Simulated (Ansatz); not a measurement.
# C2H4BNO: up Jacob's ladder to CCSD(T)

One table from this session's results is given with a row withheld; the runs are named, their logs left out.

Program: Ansatz 0.2.0, Gaussian basis. Level of theory: functionals in def2-TZVPP, the program's frozen cores in correlated methods. These are calculated values, not measurements.

Levels to be run: LDA (SPW92), PBE-D4, revPBE-D4, BLYP-D4, r2SCAN-D4, B97M-V, PBE0-D4, B3LYP-D4, r2SCANh-D4, r2SCAN0-D4, HSE06-D4, BHLYP-D4, CAM-B3LYP-D4, LC-ωPBE, ωB97X-V, ωB97M-V, B2PLYP, PBE-QIDH; CCSD(T)/def2-SVP; CCSD(T)/def2-TZVPP; MP2/def2-QZVPP; extrapolation to the limit; RPA on PBE.

### The geometry

All runs share one geometry, relaxed beforehand with PBE0-D4 in a triple-zeta def2 set.

SMILES `B1C=NCO1`, 9 atoms, charge 0, spin multiplicity 1.

Atoms are counted from 1 here; the program's logs count them from 0.

Bond lengths: B1–C2 1.568 Å, B1–O5 1.354 Å, B1–H6 1.190 Å, C2–N3 1.282 Å, C2–H7 1.087 Å, N3–C4 1.427 Å, C4–O5 1.424 Å, C4–H8 1.094 Å, C4–H9 1.094 Å. Angles: C2–B1–O5 104.8°, C2–B1–H6 133.8°, O5–B1–H6 121.5°, B1–C2–N3 109.0°, B1–C2–H7 132.3°, N3–C2–H7 118.7°, C2–N3–C4 108.4°, N3–C4–O5 109.8°, N3–C4–H8 110.2°, N3–C4–H9 110.2°, O5–C4–H8 109.0°, O5–C4–H9 109.0°, H8–C4–H9 108.6°, B1–O5–C4 108.0°.

The first run:

in.yaml reads:

```yaml
crystal:
  periodic: [false, false, false]
  atoms:
    - {symbol: B, position_ang: [-0.165242, 1.038705, -0.632156]}
    - {symbol: C, position_ang: [1.142432, 0.226773, -0.330839]}
    - {symbol: N, position_ang: [0.840533, -0.804781, 0.368548]}
    - {symbol: C, position_ang: [-0.568294, -0.801106, 0.593420]}
    - {symbol: O, position_ang: [-1.154017, 0.337030, -0.030063]}
    - {symbol: H, position_ang: [-0.391257, 2.042753, -1.229097]}
    - {symbol: H, position_ang: [2.183274, 0.388225, -0.600519]}
    - {symbol: H, position_ang: [-1.019636, -1.706906, 0.176692]}
    - {symbol: H, position_ang: [-0.779293, -0.766994, 1.666811]}
basis:
  gaussian: {orbitals: def2-TZVPP}
hamiltonian: {xc: lda}
output: {orbitals: {seedname: orbitals}}
```

Launch:

```sh
$ ansatz run in.yaml --threads 2 --pin off --events-out ev --progress --plain --max-ram 4352MiB
```

Among the steps run: LDA; PBE-D4 (GGA); revPBE-D4 (GGA); BLYP-D4 (GGA); r2SCAN-D4 (meta-GGA); B97M-V (meta-GGA); PBE0-D4 (hybrid); B3LYP-D4 (hybrid); r2SCANh-D4 (hybrid); r2SCAN0-D4 (hybrid); HSE06-D4 (hybrid); BHLYP-D4 (hybrid); CAM-B3LYP-D4 (range-separated); LC-ωPBE (range-separated); ωB97X-V (range-separated); ωB97M-V (range-separated); B2PLYP (double hybrid); PBE-QIDH (double hybrid).

One table of the session follows, with a row left open; its other results are not shown here.

It belongs to the step «Frontier levels by functional». 

```
  functional  HOMO (eV)  LUMO (eV)  gap (eV)
 LDA (SPW92)      -6.53      -2.92      3.61
      PBE-D4      -6.41      -2.70      3.71
   revPBE-D4      -6.36      -2.61      3.75
     BLYP-D4          ?          ?         ?
   r2SCAN-D4      -6.73      -2.53      4.20
      B97M-V      -6.91      -2.50      4.41
     PBE0-D4      -7.95      -1.72      6.23
    B3LYP-D4      -7.72      -1.96      5.76
  r2SCANh-D4      -7.30      -2.16      5.14
  r2SCAN0-D4      -8.17      -1.62      6.55
    HSE06-D4      -7.54      -2.10      5.44
    BHLYP-D4      -9.45      -0.66      8.78
CAM-B3LYP-D4      -9.43      -0.59      8.84
     LC-ωPBE     -10.79       0.59     11.38
     ωB97X-V     -10.45       0.51     10.96
     ωB97M-V     -10.35       0.38     10.73
```

**Question.** Estimate the row for BLYP-D4.

Worked estimate for «HOMO (eV)». Against the share of exact exchange, B3LYP-D4 (0.2, -7.72), BHLYP-D4 (0.5, -9.45) give a slope of -5.77 per unit share; at 0 the line stands at -6.57.

The run gave: HOMO (eV): -6.32; LUMO (eV): -2.57; gap (eV): 3.75. In «HOMO (eV)» the line misses by -0.25.
